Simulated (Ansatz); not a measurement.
# Cd4C: one candidate of a structure search

The task: take a trial cell of Cd4C to zero force and stress.

Computed with Ansatz 0.2.0 (DFT PBE, scalar-relativistic, plane waves, PAW, unless a step's input says otherwise).

## 1. The system as given

It takes space group Im-3m (No. 229, cubic). Conventional cell: a = 5.918 Å, b = 5.918 Å, c = 5.918 Å, α = 90.00°, β = 90.00°, γ = 90.00°. Cd (site symmetry -3m) is surrounded by 2 C at 2.56 Å. Around C (site symmetry m-3m) lie 8 Cd at 2.56 Å.

As a file:

```
Cd C
1.0
    -2.95920    2.95920    2.95920
     2.95920   -2.95920    2.95920
     2.95920    2.95920   -2.95920
Cd C
4 1
Direct
  0.50000 0.50000 0.50000
  0.50000 0.00000 0.00000
  0.00000 0.00000 0.50000
  0.00000 0.50000 0.00000
  0.00000 0.00000 0.00000
```

Recipe of the guess: species swapped into a database cell of Hg4Pt (Im-3m, No. 229), with Cd on the Hg sites and C on the Pt sites. Its size is a rough estimate.

## 2. Probe: one point on a coarse mesh

File input.yaml:

```yaml
crystal:
  lattice:
    - [-2.95920405, 2.95920405, 2.95920405]
    - [2.95920405, -2.95920405, 2.95920405]
    - [2.95920405, 2.95920405, -2.95920405]
  atoms:
    - { symbol: Cd, position: [0.5, 0.5, 0.5] }
    - { symbol: Cd, position: [0.5, 0.0, 0.0] }
    - { symbol: Cd, position: [0.0, 0.0, 0.5] }
    - { symbol: Cd, position: [0.0, 0.5, 0.0] }
    - { symbol: C, position: [0.0, 0.0, 0.0] }
basis:
  ecutwfc: 420
kpoints:
  mp_grid: { grid: [4, 4, 4] }
hamiltonian:
  xc: pbe
scf:
  occupations: { method: gaussian, width: 0.1 }
  lower_state_search: "off"
output:
  forces: true
  stress: true
  eigenvalues: true
```

Launch:

```bash
$ ansatz run input.yaml --threads 1 --pin off --max-ram 2048MiB --backend cpu --events-out ev --progress --plain --runs-dir out
```

Further runs follow: full relaxation.

Q: Predict the outcome of this session. Wanted: conventional cell; volume; energy over the elements; gap on the mesh.

As calculated:

```
                              quantity                                                                      value
symmetry at the end (tolerance 0.05 Å)                                                space group Im-3m (No. 229)
                     conventional cell  a = 5.955 Å, b = 5.955 Å, c = 5.955 Å, α = 90.00°, β = 90.00°, γ = 90.00°
                                volume                                                              21.11 Å³/atom
              energy over the elements                                                              +0.88 eV/atom
                       gap on the mesh                                                               none (metal)
```

In words: The space group Im-3m (No. 229) is kept, and the volume per atom grows by 1.8 % from the first guess. With a positive formation energy it can't be a ground state. No finished test with a distortion of lower symmetry is shown, so the end may be a saddle point.
